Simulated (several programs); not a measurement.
BN (4H polytype) from semi-empirical methods to plane-wave DFT

BN in the 4H polytype structure, relaxed with r2SCAN in Ansatz, was computed with several methods. It is hexagonal, P6_3mc (No. 186); a = 2.548 Å, c = 8.375 Å in the conventional setting, 5.89 Å³ an atom. Around B lie 4 N at 1.56 Å; around B lie 4 N at 1.56–1.58 Å; around N lie 4 B at 1.56 Å; around N lie 4 B at 1.56–1.58 Å. (Calculated; spin-unpolarised; the phase may be known or hypothetical.)

```cif
data_structure
_symmetry_space_group_name_H-M 'P6_3mc'
_symmetry_Int_Tables_number 186
_cell_length_a 2.5480
_cell_length_b 2.5480
_cell_length_c 8.3754
_cell_angle_alpha 90.000
_cell_angle_beta 90.000
_cell_angle_gamma 120.000
_cell_volume 47.09
loop_
_atom_site_label
_atom_site_type_symbol
_atom_site_symmetry_multiplicity
_atom_site_Wyckoff_symbol
_atom_site_fract_x
_atom_site_fract_y
_atom_site_fract_z
_atom_site_occupancy
B1 B 2 a 0.00000 0.00000 0.00039 1
B2 B 2 b 0.33333 0.66667 0.24969 1
N1 N 2 a 0.00000 0.00000 0.18699 1
N2 N 2 b 0.33333 0.66667 0.43793 1
```

Gaps and times are for a single point on this cell; volume and bulk modulus come from each method's own relaxation or energy curve at fixed shape, which is too stiff where a cell has free coordinates or axes. Times are rough, from shared hosts (Arm Neoverse V2; Intel Xeon Platinum 8488C), and each method has its own mesh and cell size. A double dagger marks a value from a curve with shape and coordinates held. PM6 (MOPAC), PM7 (MOPAC), GFN1-xTB (tblite), GFN2-xTB (tblite) treat a cluster of cells at its zone centre, which samples few k points: where these miss a band edge, the gap comes out too large for that reason alone. Gaps from k meshes are read at a limited set of points (mesh, symmetry points, PBE's band edges), so each method's own least gap may be somewhat smaller. Force fields have no electrons; where one was fitted to this phase, its volume and modulus reflect the fit. xTB and the PM methods were fitted mostly to molecules, and can miss a solid's gap by electronvolts. Minimal bases can be far off for gaps. Times of the plane-wave ladder aren't listed, since it ran on unlike processors and cards. GLLB-SC's gap includes the derivative discontinuity. d marks a direct gap, i an indirect one (no mark: not told apart), a dash a value that wasn't computed or didn't pass its checks.

```json
{"method": "PBEsol", "kind": "semilocal", "gap (eV)": "–", "own volume (Å³/atom)": "5.87", "bulk modulus (GPa)": "–", "atoms computed": "8", "processor time": "–"}
{"method": "BN.extep (LAMMPS)", "kind": "force field", "gap (eV)": "–", "own volume (Å³/atom)": "5.63", "bulk modulus (GPa)": "402‡", "atoms computed": "8", "processor time": "0.11 s"}
{"method": "BNC.tersoff (LAMMPS)", "kind": "force field", "gap (eV)": "–", "own volume (Å³/atom)": "5.33", "bulk modulus (GPa)": "466‡", "atoms computed": "8", "processor time": "0.12 s"}
{"method": "non-self-consistent DFTB (CP2K)", "kind": "tight binding", "gap (eV)": "9.50 d", "own volume (Å³/atom)": "–", "bulk modulus (GPa)": "–", "atoms computed": "8", "processor time": "0.82 s"}
{"method": "light PBE (260 eV and a coarse mesh)", "kind": "light plane-wave", "gap (eV)": "5.51 i", "own volume (Å³/atom)": "–", "bulk modulus (GPa)": "–", "atoms computed": "8", "processor time": "1.2 s"}
{"method": "GFN1-xTB (tblite)", "kind": "tight binding", "gap (eV)": "9.75", "own volume (Å³/atom)": "5.90‡", "bulk modulus (GPa)": "389‡", "atoms computed": "cluster", "processor time": "3.4 s"}
{"method": "PBE", "kind": "semilocal", "gap (eV)": "5.53 i", "own volume (Å³/atom)": "5.96", "bulk modulus (GPa)": "371‡", "atoms computed": "8", "processor time": "–"}
{"method": "LDA", "kind": "semilocal", "gap (eV)": "5.42 i", "own volume (Å³/atom)": "5.75", "bulk modulus (GPa)": "–", "atoms computed": "8", "processor time": "–"}
{"method": "PM7 (MOPAC)", "kind": "semi-empirical", "gap (eV)": "8.47", "own volume (Å³/atom)": "6.40‡", "bulk modulus (GPa)": "516‡", "atoms computed": "cluster", "processor time": "7.5 s"}
{"method": "PM6 (MOPAC)", "kind": "semi-empirical", "gap (eV)": "8.75", "own volume (Å³/atom)": "–", "bulk modulus (GPa)": "–", "atoms computed": "cluster", "processor time": "13 s"}
{"method": "r2SCAN", "kind": "semilocal", "gap (eV)": "6.08 i", "own volume (Å³/atom)": "5.89", "bulk modulus (GPa)": "392‡", "atoms computed": "8", "processor time": "–"}
{"method": "GFN2-xTB (tblite)", "kind": "tight binding", "gap (eV)": "6.99", "own volume (Å³/atom)": "6.06‡", "bulk modulus (GPa)": "358‡", "atoms computed": "cluster", "processor time": "19 s"}
{"method": "PBE/SZV (CP2K)", "kind": "small basis", "gap (eV)": "9.28 i", "own volume (Å³/atom)": "6.20‡", "bulk modulus (GPa)": "365‡", "atoms computed": "8", "processor time": "22 s"}
{"method": "GLLB-SC (GPAW)", "kind": "model potential", "gap (eV)": "7.25", "own volume (Å³/atom)": "–", "bulk modulus (GPa)": "–", "atoms computed": "8", "processor time": "29 s"}
{"method": "LC-ωPBE", "kind": "hybrid", "gap (eV)": "12.40 i", "own volume (Å³/atom)": "–", "bulk modulus (GPa)": "–", "atoms computed": "8", "processor time": "–"}
{"method": "PBE/DZVP (CP2K)", "kind": "small basis", "gap (eV)": "5.59 i", "own volume (Å³/atom)": "5.98‡", "bulk modulus (GPa)": "366‡", "atoms computed": "8", "processor time": "70 s"}
{"method": "PBE0", "kind": "hybrid", "gap (eV)": "7.68 i", "own volume (Å³/atom)": "–", "bulk modulus (GPa)": "–", "atoms computed": "8", "processor time": "–"}
{"method": "HSE06", "kind": "hybrid", "gap (eV)": "6.91 i", "own volume (Å³/atom)": "–", "bulk modulus (GPa)": "–", "atoms computed": "8", "processor time": "–"}
{"method": "DDH-PBE0", "kind": "hybrid", "gap (eV)": "7.38 i", "own volume (Å³/atom)": "–", "bulk modulus (GPa)": "–", "atoms computed": "8", "processor time": "–"}
```

Against HSE06 (6.91 eV) and with closed or daggered gaps left aside, the nearest gap at the points sampled is that of GFN2-xTB (tblite) (+0.08 eV) and the farthest that of LC-ωPBE (+5.49 eV). HSE06 is only a yardstick of convenience: for gaps this wide it usually falls short of measured ones, so a larger value can be the better one.

Volumes against r2SCAN's: PBEsol -0.3 %, BN.extep (LAMMPS) -4.4 %, BNC.tersoff (LAMMPS) -9.4 %, PBE +1.2 %, LDA -2.4 %.
